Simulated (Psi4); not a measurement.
# SiHCl2F (SMILES F[SiH](Cl)Cl) at 6 levels

Wanted: a comparison of 6 runs (HF/3-21G, HF/def2-SVPD, B3LYP/6-31G*, HSE06/def2-SVPD, MP2/def2-SVPD) of SiHCl2F. 

Program for the calculation: Psi4 1.11.

### Step 1. The structure to begin with

The species is SiHCl2F (5 atoms), meant as a singlet with charge 0. As SMILES, `F[SiH](Cl)Cl`. The Si2–H5 distance was set to 1.907 Å, away from the relaxed value.

Bond lengths: F1–Si2 1.581 Å, Si2–Cl3 2.024 Å, Si2–Cl4 2.024 Å. Angles: F1–Si2–Cl3 108.4°, F1–Si2–Cl4 108.4°, Cl3–Si2–Cl4 110.2°. A long bond or contact: Si2–H5 1.907 Å.

### Step 2. Energy and gradient at HF/3-21G (run 1)

input.json

```json
{
 "schema_name": "qcschema_input",
 "schema_version": 1,
 "molecule": {
  "schema_name": "qcschema_molecule",
  "schema_version": 2,
  "symbols": ["F", "Si", "Cl", "Cl", "H"],
  "geometry": [-0.71963794, -1.25740298, 3.04032745, -0.56808191, -0.0587497, 0.3075945, -1.75407402, 3.57084727, 0.51678718, -2.85181593, -2.06242631, -2.01506788, 2.84082528, -0.20049994, -0.8549121],
  "molecular_charge": 0,
  "molecular_multiplicity": 1,
  "fix_symmetry": "c1",
  "fix_com": true,
  "fix_orientation": true
 },
 "driver": "gradient",
 "model": {
  "method": "hf",
  "basis": "3-21G"
 },
 "keywords": {
  "reference": "rhf",
  "puream": true,
  "e_convergence": 1e-09,
  "d_convergence": 1e-08,
  "scf_type": "pk",
  "scf_properties": ["DIPOLE", "MAYER_INDICES", "QUADRUPOLE"]
 }
}
```

Command:

```
psi4 --qcschema input.json -n 1 --memory 2200MB
```

stdout:

```text
[...]
  Running in c1 symmetry.
[...]
  Nuclear repulsion =  279.022242237843557
[...]
  Multiplicity = 1
[...]
  Nalpha       = 29
  Nbeta        = 29
[...]
    Number of basis functions: 50
[...]
   @RHF iter   1: -1301.49723444109122   -3.14275e-01   6.67421e-03 DIIS/ADIIS
[...]
   @RHF iter  10: -1301.55976916875147   -7.04858e-12   7.01368e-09 DIIS
[...]
  @RHF Final Energy: -1301.55976916875147
   => Energetics <=
    Nuclear Repulsion Energy =            279.0222422378435567
    One-Electron Energy =               -2358.1341924399075651
    Two-Electron Energy =                 777.5521810333123085
    Total Energy =                      -1301.5597691687514725
[...]
  -Total Gradient:
     Atom            X                  Y                   Z
    ------   -----------------  -----------------  -----------------
       1       -0.000345757842     0.013113727302    -0.029025268214
       2       -0.107288322087     0.008771526517     0.027035062523
       3        0.011743922966    -0.042345403233    -0.001845900801
       4        0.024581534733     0.023592195756     0.027780529794
       5        0.071308622221    -0.003132046324    -0.023944423316
[...]
```

The result, in JSON:

```text
{
 "driver": "gradient",
 "model": {
  "method": "hf",
  "basis": "3-21G"
 },
 "success": true,
 "return_result": [-0.0003457578418268638, 0.013113727302467543, -0.029025268213840938, -0.10728832208726478, 0.008771526516976116, 0.027035062522759536, 0.011743922965556097, -0.042345403233088774, -0.0018459008006999978, 0.024581534732634358, 0.02359219575559615, 0.027780529794077954, 0.07130862222114615, -0.003132046324096662, -0.023944423316342486],
 "properties": {
  "calcinfo_nbasis": 50,
  "calcinfo_nmo": 50,
  "calcinfo_nalpha": 29,
  "calcinfo_nbeta": 29,
  "calcinfo_natom": 5,
  "nuclear_repulsion_energy": 279.02224223784356,
  "return_energy": -1301.5597691687515,
  "return_gradient": [-0.0003457578418268638, 0.013113727302467543, -0.029025268213840938, -0.10728832208726478, 0.008771526516976116, 0.027035062522759536, 0.011743922965556097, -0.042345403233088774, -0.0018459008006999978, 0.024581534732634358, 0.02359219575559615, 0.027780529794077954, 0.07130862222114615, -0.003132046324096662, -0.023944423316342486],
  "scf_one_electron_energy": -2358.1341924399076,
  "scf_two_electron_energy": 777.5521810333123,
  "scf_dipole_moment": [0.6102296761601593, -0.06574985000988853, -0.11817707142259426],
  "scf_total_energy": -1301.5597691687515,
  "scf_total_gradient": [-0.0003457578418268638, 0.013113727302467543, -0.029025268213840938, -0.10728832208726478, 0.008771526516976116, 0.027035062522759536, 0.011743922965556097, -0.042345403233088774, -0.0018459008006999978, 0.024581534732634358, 0.02359219575559615, 0.027780529794077954, 0.07130862222114615, -0.003132046324096662, -0.023944423316342486],
  "scf_iterations": 10
 }
}
```

Wall time 2.4 s (1 thread of Intel Xeon Platinum 8488C (Sapphire Rapids), shared host); peak memory 0.19 GiB.

### Step 3. Energy and gradient at HF/def2-SVPD (run 2)

calc.py

```python
import psi4

psi4.set_memory(2200000000)
psi4.set_num_threads(1)
psi4.core.set_output_file('psi4.out', False)

mol = psi4.geometry("""
0 1
F     -0.380816    -0.665389     1.608872
Si    -0.300616    -0.031089     0.162772
Cl    -0.928216     1.889611     0.273472
Cl    -1.509116    -1.091389    -1.066328
H      1.503300    -0.106100    -0.452400
symmetry c1
""")

options = {'puream': True, 'e_convergence': 1e-09, 'd_convergence': 1e-08, 'scf_type': 'pk'}
psi4.set_options(options)

result, w = psi4.gradient("hf/def2-SVPD", return_wfn=True)
print('gradient / Eh bohr^-1')
print(result.np.round(6))
print(f'energy = {w.energy():.10f} Eh')
```

Command:

```
python calc.py
```

psi4.out:

```text
[...]
  Running in c1 symmetry.
[...]
  Nuclear repulsion =  279.022242151860269
[...]
  Multiplicity = 1
[...]
  Nalpha       = 29
  Nbeta        = 29
[...]
    Number of basis functions: 109
[...]
   @RHF iter   1: -1307.57479276894492   -3.49173e-01   3.25275e-03 ADIIS/DIIS
[...]
   @RHF iter  11: -1307.63253446052636   -4.32010e-12   3.32463e-09 DIIS
[...]
  @RHF Final Energy: -1307.63253446052636
   => Energetics <=
    Nuclear Repulsion Energy =            279.0222421518602687
    One-Electron Energy =               -2365.6183787425920855
    Two-Electron Energy =                 778.9636021302055724
    Total Energy =                      -1307.6325344605263581
[...]
  -Total Gradient:
     Atom            X                  Y                   Z
    ------   -----------------  -----------------  -----------------
       1       -0.000767000661     0.004250900995    -0.009122470957
       2       -0.078882607707     0.001431844094     0.031043205608
       3        0.001253986331    -0.007518212310    -0.000724945339
       4        0.003631177668     0.004731015836     0.004772778938
       5        0.074764444369    -0.002895548594    -0.025968568247
[...]
```

On the terminal:

```text
gradient / Eh bohr^-1
[[-0.000767  0.004251 -0.009122]
 [-0.078883  0.001432  0.031043]
 [ 0.001254 -0.007518 -0.000725]
 [ 0.003631  0.004731  0.004773]
 [ 0.074764 -0.002896 -0.025969]]
energy = -1307.6325344605 Eh
```

It took 9 s on 1 thread of Intel Xeon Platinum 8488C (Sapphire Rapids), shared host; peak memory 0.45 GiB.

Runs 3 to 5 aren't shown in full; the table further down has their settings and results.

### Step 4. A single-point energy at MP2/def2-SVPD (run 6)

cl2fhsi.inp

```
memory 2200 mb

molecule {
  0 1
  F     -0.380816    -0.665389     1.608872
  Si    -0.300616    -0.031089     0.162772
  Cl    -0.928216     1.889611     0.273472
  Cl    -1.509116    -1.091389    -1.066328
  H      1.503300    -0.106100    -0.452400
  units angstrom
  symmetry c1
}

set {
  basis def2-SVPD
  reference rhf
  puream true
  e_convergence 1e-09
  d_convergence 1e-08
  scf_type pk
  num_frozen_docc 16
  mp2_type conv
}

E, wfn = energy("mp2", return_wfn=True)
print_variables()
```

Command:

```
psi4 -n 1 cl2fhsi.inp cl2fhsi.out
```

cl2fhsi.out:

```text
[...]
  Running in c1 symmetry.
[...]
  Nuclear repulsion =  279.022242151860269
[...]
  Multiplicity = 1
[...]
  Nalpha       = 29
  Nbeta        = 29
[...]
    Number of basis functions: 109
[...]
   @RHF iter   1: -1307.57479276894492   -3.49173e-01   3.25275e-03 DIIS/ADIIS
[...]
   @RHF iter  11: -1307.63253446052636   -4.32010e-12   3.32463e-09 DIIS
[...]
  @RHF Final Energy: -1307.63253446052636
   => Energetics <=
    Nuclear Repulsion Energy =            279.0222421518602687
    One-Electron Energy =               -2365.6183787425920855
    Two-Electron Energy =                 778.9636021302055724
    Total Energy =                      -1307.6325344605263581
[...]
 Multipole Moments:
 ------------------------------------------------------------------------------------
     Multipole            Electronic (a.u.)      Nuclear  (a.u.)        Total (a.u.)
 ------------------------------------------------------------------------------------
 L = 1.  Multiply by 2.5417464519 to convert [e a0] to [Debye]
 Dipole X            :         -2.2885752            2.4639150            0.1753398
 Dipole Y            :          0.0610903            0.0168514            0.0779417
 Dipole Z            :          0.8563982           -1.1056976           -0.2492994
 Magnitude           :                                                    0.3145936
[...]
	SCS-MP2 Total Energy (a.u.)        : -1308.19737297196593
	SOS-MP2 Total Energy (a.u.)        : -1308.14535972579347
	SCSN-MP2 Total Energy (a.u.)       : -1307.90716440031633
[...]
	SOS-PI-MP2 Total Energy (a.u.)     : -1308.23083060333806
[...]
	MP2 Total Energy (a.u.)            : -1308.21592858676604
[...]
```

It took 8.4 s on 1 thread of Intel Xeon Platinum 8488C (Sapphire Rapids), shared host; peak memory 0.76 GiB.

### Step 5. All runs side by side

```tsv
run	level	integration grid	task	energy (Eh)	dipole moment (D)	HOMO energy (eV)	LUMO energy (eV)	wall time
1	HF/3-21G	–	gradient	-1301.559769	1.59	-12.59	2.07	2.4 s
2	HF/def2-SVPD	–	gradient	-1307.632534	0.80	-12.25	2.10	9 s
3	B3LYP/6-31G* (spherical functions)	99 radial × 590 angular	gradient	-1310.437934	0.53	-9.01	-1.15	12 s
4	B3LYP/6-31G* (Cartesian functions)	99 radial × 590 angular	energy	-1310.447442	0.53	-9.01	-1.15	8.4 s
5	HSE06/def2-SVPD	99 radial × 590 angular	gradient	-1309.562766	0.72	-8.88	-1.57	48 s
6	MP2/def2-SVPD	–	energy	-1308.215929	–	-12.25	2.10	8.4 s
```

### Step 6. Results

```
                                           quantity           value
                                run 6: total energy  -1308.21593 Eh
         run 6: HOMO energy (Hartree–Fock orbitals)       -12.25 eV
         run 6: LUMO energy (Hartree–Fock orbitals)         2.10 eV
       run 6: HOMO–LUMO gap (Hartree–Fock orbitals)        14.35 eV
run 6: correlation energy (16 core orbitals frozen)      -583.4 mEh
```

What this shows: Over runs 1, 2, 3, 4, 5 the dipole moment (its size) runs from 0.53 D (B3LYP/6-31G*) to 1.59 D (HF/3-21G). The two ends differ in method and basis. Over runs 1, 2, 3, 4, 5 the HOMO–LUMO gap runs from 7.31 eV (HSE06/def2-SVPD) to 14.66 eV (HF/3-21G). Totals of different functionals can't be ranked against each other. All runs together took 89 s, the longest 48 s.
